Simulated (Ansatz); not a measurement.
**C₂H₇AlGe: one species, many methods**

An exercise on one series of results from a longer session: the logs are not shown, and one member is left open.

The runs use Ansatz 0.2.0, Gaussian basis; functionals in def2-TZVPP, the program's frozen cores in correlated methods.

Plan: PBE-D4, r2SCAN-D4, PBE0-D4, B3LYP-D4, ωB97X-V, ωB97M-V, B2PLYP; CCSD(T)/def2-TZVPP; MP2/def2-QZVPP; extrapolation to the limit.

**Structure used throughout**

An earlier PBE0-D4 in a triple-zeta def2 set relaxation fixed the geometry.

SMILES `C=[C]([AlH2])[GeH3]`, 11 atoms, charge 0, spin multiplicity 1.

Atoms are counted from 1 here; the program's logs count them from 0.

Bond lengths: C1–C2 1.340 Å, C1–H5 1.092 Å, C1–H6 1.091 Å, C2–Al3 1.942 Å, C2–Ge4 1.945 Å, Al3–H7 1.589 Å, Al3–H8 1.587 Å, Ge4–H9 1.542 Å, Ge4–H10 1.540 Å, Ge4–H11 1.540 Å. Angles: C2–C1–H5 123.4°, C2–C1–H6 122.0°, H5–C1–H6 114.6°, C1–C2–Al3 116.5°, C1–C2–Ge4 118.7°, Al3–C2–Ge4 124.8°, C2–Al3–H7 117.0°, C2–Al3–H8 121.3°, H7–Al3–H8 121.7°, C2–Ge4–H9 109.6°, C2–Ge4–H10 110.5°, C2–Ge4–H11 110.5°, H9–Ge4–H10 109.3°, H9–Ge4–H11 109.3°, H10–Ge4–H11 107.7°.

Set-up of the first run:

Input file in.yaml:

```yaml
crystal:
  periodic: [false, false, false]
  atoms:
    - {symbol: C, position_ang: [0.488470, 1.209074, 0.887298]}
    - {symbol: C, position_ang: [0.159742, 0.109141, 0.195829]}
    - {symbol: Al, position_ang: [1.115914, -1.519290, 0.650210]}
    - {symbol: Ge, position_ang: [-1.217620, 0.243139, -1.170620]}
    - {symbol: H, position_ang: [0.022146, 2.182599, 0.724277]}
    - {symbol: H, position_ang: [1.253160, 1.196499, 1.665640]}
    - {symbol: H, position_ang: [2.208538, -1.417620, 1.798932]}
    - {symbol: H, position_ang: [0.815769, -2.887646, -0.095732]}
    - {symbol: H, position_ang: [-1.744339, 1.690925, -1.235045]}
    - {symbol: H, position_ang: [-2.385390, -0.709869, -0.853394]}
    - {symbol: H, position_ang: [-0.650989, -0.153952, -2.546795]}
basis:
  gaussian: {orbitals: def2-TZVPP}
hamiltonian: {xc: pbe, dispersion: d4}
output: {forces: true, orbitals: {seedname: orbitals}}
```

Run with:

```bash
$ ansatz run in.yaml --threads 4 --pin off --events-out ev --progress --plain --max-ram 10444MiB
```

Steps of the session up to this table: PBE-D4 (GGA); r2SCAN-D4 (meta-GGA); PBE0-D4 (hybrid); B3LYP-D4 (hybrid); ωB97X-V (range-separated); ωB97M-V (range-separated); B2PLYP (double hybrid); CCSD(T) in def2-TZVPP; MP2 in def2-QZVPP.

One table of the session follows, with a row left open; its other results are not shown here.

It belongs to the step «Atomisation energies». 

| method | atomisation energy (kJ/mol) |
| --- | --- |
| PBE-D4 | 3551.6 |
| r2SCAN-D4 | ? |
| PBE0-D4 | 3522.3 |
| B3LYP-D4 | 3533.8 |
| ωB97X-V | 3555.9 |
| ωB97M-V | 3536.7 |
| B2PLYP | 3498.5 |
| HF/def2-TZVPP | 2649.7 |
| MP2/def2-TZVPP | 3486.5 |
| CCSD/def2-TZVPP | 3434.3 |
| CCSD(T)/def2-TZVPP | 3480.2 |
| MP2/CBS | 3558.3 |
| CCSD(T)/CBS | 3552.0 |

**Question.** Estimate the row for r2SCAN-D4.

The run gave: atomisation energy (kJ/mol): 3548.3. In the column «atomisation energy (kJ/mol)» it lies between ωB97M-V (3536.7) and PBE-D4 (3551.6).
